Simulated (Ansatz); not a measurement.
**RbLuO2: energy and pressure over a range of volumes**

One table from this session's results is given with a row withheld; the runs are named, their logs left out.

Method: DFT PBEsol, scalar-relativistic, in Ansatz 0.2.0.

**The system as given**

It takes space group R-3m (No. 166, trigonal). The conventional cell has a = 3.400 Å, b = 3.400 Å, c = 19.150 Å, α = 90.00°, β = 90.00°, γ = 120.00°. Around Rb (site symmetry -3m) lie 6 O at 2.88 Å. Lu (site symmetry -3m) has 6 O at 2.24 Å in its first shell of neighbours. O (site symmetry 3m) has 3 Lu at 2.24 Å and 3 Rb at 2.88 Å in its first shell of neighbours.

Coordinates:

```cif
data_structure
_symmetry_space_group_name_H-M 'P 1'
_symmetry_Int_Tables_number 1
_cell_length_a 6.6783
_cell_length_b 6.6783
_cell_length_c 6.6783
_cell_angle_alpha 29.494
_cell_angle_beta 29.494
_cell_angle_gamma 29.494
_cell_volume 63.91
loop_
_atom_site_label
_atom_site_type_symbol
_atom_site_fract_x
_atom_site_fract_y
_atom_site_fract_z
_atom_site_occupancy
Rb1 Rb 0.00000 0.00000 0.00000 1
Lu1 Lu 0.50000 0.50000 0.50000 1
O1 O 0.22300 0.22300 0.22300 1
O2 O 0.77700 0.77700 0.77700 1
```

Atoms are numbered in the order of the input: Rb1, Lu2, O3, O4.

Set-up of the first run:

Input file input.yaml:

```yaml
crystal:
  lattice:
    - [1.6652971541, 0.9614597602, 6.2530213954]
    - [-1.6652971541, 0.9614597602, 6.2530213954]
    - [0.0, -1.9229195204, 6.2530213954]
  atoms:
    - { symbol: Rb, position: [0.0, 0.0, 0.0] }
    - { symbol: Lu, position: [0.5, 0.5, 0.5] }
    - { symbol: O, position: [0.223, 0.223, 0.223] }
    - { symbol: O, position: [0.777, 0.777, 0.777] }
kpoints:
  mp_grid: { grid: [10, 10, 10] }
  band_path:
    path:
      - [0.0, 0.0, 0.0]
      - [0.5, 0.5, 0.5]
      - [0.817572066, 0.182427934, 0.5]
      - [0.5, -0.182427934, 0.182427934]
      - [0.5, 0.0, 0.0]
      - [0.0, 0.0, 0.0]
      - [0.341213967, -0.341213967, 0.0]
      - [0.658786033, 0.0, 0.341213967]
      - [0.5, 0.0, 0.5]
    npoints: 5
scf:
  occupations: { method: fermi_dirac, width: 0.03 }
hamiltonian:
  xc: pbesol
  pseudopotentials: { kind: all_electron, lapw: { basis_error: 0.001 } }
output:
  forces: true
  stress: true
  eigenvalues: true
```

Launch:

```console
$ ansatz run input.yaml --threads 1 --pin off --max-ram 4096MiB --backend cpu --events-out ev --progress --plain --runs-dir out
```

Among the steps run: Volume × 0.94, LAPW; Volume × 0.94, PAW; Volume × 0.94, crystal datasets; Volume × 0.98, LAPW; Volume × 0.98, PAW; Volume × 0.98, crystal datasets; Volume × 1.01, LAPW; Volume × 1.01, PAW; Volume × 1.01, crystal datasets; Volume × 1.04, LAPW; Volume × 1.04, PAW; Volume × 1.04, crystal datasets.

One of the session's tables, all rows but one given; the rest of the session is left out.

| method | volume (Å³/atom) | gap on the k mesh (eV) | largest force (eV/Å) |
| --- | --- | --- | --- |
| LAPW | 15.018 | 2.96 | 1.019 |
| LAPW | 15.657 | 3.09 | 0.679 |
| LAPW | 16.136 | 3.17 | 0.454 |
| LAPW | 16.615 | 3.13 | 0.253 |
| PAW | 15.018 | 2.96 | 1.020 |
| PAW | 15.657 | 3.09 | 0.680 |
| PAW | 16.136 | ? | ? |
| PAW | 16.615 | 3.12 | 0.254 |
| crystal datasets | 15.018 | 2.96 | 1.019 |
| crystal datasets | 15.657 | 3.09 | 0.679 |
| crystal datasets | 16.136 | 3.17 | 0.455 |
| crystal datasets | 16.615 | 3.13 | 0.253 |

**Question.** Estimate the row for PAW, 16.136.

**Answer.** gap on the k mesh (eV): 3.17; largest force (eV/Å): 0.456.

To keep in mind: Warnings in the runs' records: gradients without spin orbit, crystal datasets made.
